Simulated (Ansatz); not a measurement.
# Si2H6 + H2S: a complex and its separated parts

The complex below is one end of an elementary step. How strongly is it bound against its free parts?

Computed with Ansatz 0.2.0, Gaussian basis. Level: PBE0-D4/def2-TZVP structures, single points in def2-TZVPP, no counterpoise correction.

Levels: SPW92, PBE-D4, BLYP-D4, r2SCAN-D4, B97M-V, PBE0-D4, B3LYP-D4, r2SCAN0-D4, BHLYP-D4, CAM-B3LYP-D4, wB97X-V, wB97M-V, B2PLYP, PBE-QIDH, RPA on PBE, Hartree-Fock, MP2, CCSD, CCSD(T).

Cores are frozen in the correlated methods. B3LYP uses VWN-RPA correlation. B2PLYP carries no dispersion term here.

94 further runs of the same task are left out: 94 set aside as unsound or not needed.

### 1 The system as given

The complex: 11 atoms, charge 0, spin multiplicity 1.

Atoms are counted from 1 here; the program's logs count them from 0.

Bond lengths: Si1–H3 1.487 Å, Si1–H4 1.490 Å, Si1–Si5 2.346 Å, Si1–H7 1.488 Å, S2–H6 1.342 Å, S2–H8 1.342 Å, Si5–H9 1.486 Å, Si5–H10 1.490 Å, Si5–H11 1.487 Å. Angles: H3–Si1–H4 107.8°, H3–Si1–Si5 111.3°, H3–Si1–H7 108.5°, H4–Si1–Si5 110.4°, H4–Si1–H7 107.7°, Si5–Si1–H7 111.1°, H6–S2–H8 92.4°, Si1–Si5–H9 110.9°, Si1–Si5–H10 109.8°, Si1–Si5–H11 110.9°, H9–Si5–H10 108.1°, H9–Si5–H11 109.1°, H10–Si5–H11 107.9°.

Geometry (Å):

| atom | x (Å) | y (Å) | z (Å) |
| --- | --- | --- | --- |
| Si1 | -1.1481 | 0.0432 | 0.8008 |
| S2 | 1.2614 | -1.7435 | -1.3293 |
| H3 | -1.8978 | -0.6737 | -0.2651 |
| H4 | -2.1405 | 0.7482 | 1.6599 |
| Si5 | 0.3761 | 1.5753 | -0.1125 |
| H6 | 1.6823 | -2.2165 | -0.1466 |
| H7 | -0.4519 | -0.9640 | 1.6467 |
| H8 | 0.1885 | -2.5490 | -1.3326 |
| H9 | 0.2556 | 1.6262 | -1.5927 |
| H10 | 0.1020 | 2.9388 | 0.4223 |
| H11 | 1.7725 | 1.2151 | 0.2492 |

Its parts: Si2H6 holds atoms 1, 3, 4, 5, 7, 9, 10, 11; H2S holds atoms 2, 6, 8. Each part counts its atoms afresh in its own runs.

### 2 Relaxing Si2H6 alone

The input, relax-a/in.yaml:

```yaml
crystal:
  periodic: [false, false, false]
  atoms:
    - {symbol: Si, position_ang: [-1.148097, 0.043205, 0.800819]}
    - {symbol: H, position_ang: [-1.897761, -0.673712, -0.265150]}
    - {symbol: H, position_ang: [-2.140453, 0.748159, 1.659850]}
    - {symbol: Si, position_ang: [0.376113, 1.575285, -0.112530]}
    - {symbol: H, position_ang: [-0.451945, -0.964026, 1.646709]}
    - {symbol: H, position_ang: [0.255600, 1.626222, -1.592701]}
    - {symbol: H, position_ang: [0.102010, 2.938846, 0.422256]}
    - {symbol: H, position_ang: [1.772498, 1.215052, 0.249158]}
basis:
  gaussian: {orbitals: def2-TZVP}
hamiltonian: {xc: pbe0, dispersion: d4}
relax: {f_tol: 0.005, max_steps: 200}
```

The run is started by

```bash
$ ansatz run in.yaml --threads 4 --pin off --events-out ev --progress --plain --max-ram 9574MiB
```

Further steps of the session: Relaxing H2S alone; SPW92/def2-TZVPP; PBE-D4/def2-TZVPP; BLYP-D4/def2-TZVPP; r2SCAN-D4/def2-TZVPP; B97M-V/def2-TZVPP; PBE0-D4/def2-TZVPP; B3LYP-D4/def2-TZVPP; r2SCAN0-D4/def2-TZVPP; BHLYP-D4/def2-TZVPP; CAM-B3LYP-D4/def2-TZVPP; wB97X-V/def2-TZVPP; wB97M-V/def2-TZVPP; B2PLYP/def2-TZVPP; PBE-QIDH/def2-TZVPP; RPA on PBE/def2-TZVPP; CCSD(T)/def2-TZVPP; Vibrations of Si2H6; Vibrations of H2S.

Q: Predict the outcome of this session. Wanted: complex less parts, CCSD(T)/def2-TZVPP; with zero-point energy; largest T1 diagnostic.

**Answer**, as computed:

| quantity | value |
| --- | --- |
| complex less parts, CCSD(T)/def2-TZVPP | -5.3 kJ/mol |
| with zero-point energy | -1.2 kJ/mol |
| largest T1 diagnostic | 0.013 |

**Reading.** At CCSD(T) the complex lies 5.3 kJ/mol below its parts. The functionals run from PBE-QIDH, off by +0.7 kJ/mol, to SPW92, off by -10.2 kJ/mol, against CCSD(T). By rung, the mean size of the error is: LDA 10.2, GGA 3.8, meta-GGA 2.2, hybrid 3.2, range-separated hybrid 2.6, double hybrid 2.8 kJ/mol. PBE-D4 gives a relative energy 4.7 kJ/mol too low, an error of 88 % of the reference. No counterpoise was applied, and triple zeta lacks some correlation, so the CCSD(T) reference has a basis error of its own, and close matches with it are partly luck.
